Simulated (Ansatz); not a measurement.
**wB97M-V/6-31G(d) (spherical functions) run of GaSiH4OF (SMILES [F][GaH][O][SiH3])**

Aim: the energy change on altering one bond length of GaSiH4OF at wB97M-V/6-31G* (spherical functions), from 2 runs. 

The calculation is run with Ansatz 0.2.0.

130 further runs of the same task are left out: 3 that didn't finish, 127 set aside as unsound or not needed.

## (1) The molecule

The species is GaSiH4OF (8 atoms), meant as a singlet with charge 0. SMILES: `[F][GaH][O][SiH3]`. Geometry: relaxed at PBE0-D4/def2-TZVP. This is one conformer, not always the lowest.

Bond lengths: F1–Ga2 1.751 Å, Ga2–O3 1.763 Å, O3–Si4 1.639 Å, Ga2–H5 1.537 Å, Si4–H6 1.485 Å, Si4–H7 1.487 Å, Si4–H8 1.487 Å. Angles: F1–Ga2–O3 113.0°, Ga2–O3–Si4 138.2°, F1–Ga2–H5 121.9°, O3–Ga2–H5 125.1°, O3–Si4–H6 108.0°, O3–Si4–H7 111.0°, O3–Si4–H8 111.0°, H6–Si4–H7 109.1°, H6–Si4–H8 109.1°, H7–Si4–H8 108.7°.

## (2) The energy at wB97M-V/6-31G(d) (spherical functions)

The input, job.yaml:

```yaml
crystal:
  periodic: [false, false, false]
  atoms:
    - symbol: F
      position_ang: [0.857100, 1.472000, 1.846200]
    - symbol: Ga
      position_ang: [1.323900, 1.220200, 0.177500]
    - symbol: O
      position_ang: [0.322200, 0.024800, -0.644000]
    - symbol: Si
      position_ang: [-0.952800, -0.945800, -0.299100]
    - symbol: H
      position_ang: [2.493100, 1.984200, -0.463100]
    - symbol: H
      position_ang: [-1.287500, -1.717200, -1.523200]
    - symbol: H
      position_ang: [-0.618600, -1.894300, 0.796900]
    - symbol: H
      position_ang: [-2.137300, -0.143800, 0.108800]
basis:
  gaussian:
    orbitals: 6-31G_st_-spherical.json
total_charge: 0
hamiltonian:
  xc: {name: wB97M-V}
accuracy: high
output: {orbitals: {seedname: orbitals}}
```

The basis set 6-31G* is read from a file made from the Basis Set Exchange's data (not shown).

Started as:

```console
$ ansatz run job.yaml --threads 1 --pin off --max-ram 3480MiB --events-out events.jsonl --progress --plain --runs-dir runs
```

Log:

```text
Warning: RAYON_NUM_THREADS=1 ignored (pool sized by the plan → 1); use --threads N
Functional definition: wB97M-V
  name "wB97M-V"
  parameter omega = 0.3/bohr
  parameter cx = 0.15
  parameter cx01 = 1.007
  parameter cx10 = 0.259
  parameter css00 = 0.443
  parameter css04 = -1.437
  parameter css10 = -4.535
  parameter css20 = -3.390
  parameter css43 = 4.278
  parameter cos00 = 1.000
  parameter cos10 = 1.358
  parameter cos20 = 2.924
  parameter cos21 = -8.812
  parameter cos60 = -1.390
  parameter cos61 = 9.142
  parameter b = 6.0
  parameter c = 0.01
  gx(w, u) = 1 - cx + cx01*u + cx10*w
  gss(w, u) = css00 + css04*u^4 + css10*w + css20*w^2 + css43*w^4*u^3
  gos(w, u) = cos00 + cos10*w + (cos20 + cos21*u)*w^2 + (cos60 + cos61*u)*w^6
  exchange = spin_sum(e_x_unif_sr(omega)*gx(b97_w, b97_u_x)) + cx*exact_x_sr(omega) + exact_x_lr(omega)
  correlation = spin_sum(e_c_pw_mod_same_spin*gss(b97_w, b97_u_same))
      + integral(e_c_pw_mod_opposite_spin*gos(b97_w_opposite, b97_u_opposite)) + vv10(b, c)
1863 factors; integrals over basis functions are off by at most 4.5e-9 eV
405 factors; integrals over basis functions are off by at most 2.3e-9 eV
mean field evaluation 1: about -65067.8360 eV, gradient 5.9e1 eV
mean field evaluation 2: about -65064.3277 eV, gradient 7.8e1 eV
mean field evaluation 4: about -65073.9454 eV, gradient 3.0e0 eV
mean field evaluation 8: about -65074.0587 eV, gradient 2.0e-1 eV
mean field evaluation 16: about -65074.0588 eV, gradient 2.7e-5 eV
mean field -65074.05880077 eV, -2391.4275521471 hartree, gradient 6.5e-8 eV, S^2 0.000000; 0 other end points of the search recorded, 0 dependent functions left out
reference -65074.05880704 eV, -2391.4275523775 hartree; 33, 33 occupied and 53, 53 virtual orbitals, 1863 factors
Total energy: -65074.05880704 eV, -2391.4275523775 hartree
```

Wall time 74 s (1 thread of Intel Xeon Platinum 8488C (Sapphire Rapids), shared host); peak memory 0.65 GiB.

## (3) The distorted shape at the same level

The input, run.yaml:

```yaml
crystal:
  periodic: [false, false, false]
  atoms:
    - {symbol: F, position_ang: [1.048378, 1.617611, 1.794457]}
    - {symbol: Ga, position_ang: [1.515178, 1.365811, 0.125757]}
    - {symbol: O, position_ang: [0.513478, 0.170411, -0.695743]}
    - {symbol: Si, position_ang: [-0.952800, -0.945800, -0.299100]}
    - {symbol: H, position_ang: [2.684378, 2.129811, -0.514843]}
    - {symbol: H, position_ang: [-1.287500, -1.717200, -1.523200]}
    - {symbol: H, position_ang: [-0.618600, -1.894300, 0.796900]}
    - {symbol: H, position_ang: [-2.137300, -0.143800, 0.108800]}
basis:
  gaussian: {orbitals: 6-31G_st_-spherical.json}
hamiltonian: {xc: {name: wB97M-V}}
total_charge: 0
output: {orbitals: {seedname: orbitals}}
accuracy: high
```

The basis set 6-31G* is read from a file made from the Basis Set Exchange's data (not shown).

Started as:

```console
$ ansatz run run.yaml --threads 1 --pin off --max-ram 3480MiB --events-out events.jsonl --progress --plain --runs-dir runs
```

Log, cut to the lines that bear on the results:

```text
Warning: RAYON_NUM_THREADS=1 ignored (pool sized by the plan → 1); use --threads N
[... 2 set-up lines as earlier in the session ...]
[...]
  gx(w, u) = 1 - cx + cx01*u + cx10*w
  gss(w, u) = css00 + css04*u^4 + css10*w + css20*w^2 + css43*w^4*u^3
  gos(w, u) = cos00 + cos10*w + (cos20 + cos21*u)*w^2 + (cos60 + cos61*u)*w^6
[...]
      + integral(e_c_pw_mod_opposite_spin*gos(b97_w_opposite, b97_u_opposite)) + vv10(b, c)
1853 factors; integrals over basis functions are off by at most 7.0e-9 eV
412 factors; integrals over basis functions are off by at most 2.6e-9 eV
[...]
mean field -65073.49014236 eV, -2391.4066543358 hartree, gradient 8.0e-8 eV, S^2 0.000000; 0 other end points of the search recorded, 0 dependent functions left out
reference -65073.49014866 eV, -2391.4066545674 hartree; 33, 33 occupied and 53, 53 virtual orbitals, 1853 factors
Total energy: -65073.49014866 eV, -2391.4066545674 hartree
```

It took 81 s on 1 thread of Intel Xeon Platinum 8488C (Sapphire Rapids), shared host; peak memory 0.66 GiB.

## (4) Results

Level: wB97M-V/6-31G* (spherical functions).

| quantity | value |
| --- | --- |
| first shape: total energy | -2391.42755 Eh |
| first shape: HOMO energy | -10.95 eV |
| first shape: LUMO energy | 0.57 eV |
| first shape: HOMO–LUMO gap | 11.52 eV |
| distorted shape: total energy | -2391.40665 Eh |
| distorted shape: HOMO energy | -10.90 eV |
| distorted shape: LUMO energy | 0.91 eV |
| distorted shape: HOMO–LUMO gap | 11.80 eV |
| energy change with the O3–Si4 bond stretched from 1.639 to 1.885 Å | 0.569 eV |

**Reading.** With the O3–Si4 bond stretched from 1.639 to 1.885 Å the energy rises by 0.57 eV (54.9 kJ/mol). The first shape isn't relaxed at this level, so the change isn't measured from a minimum.
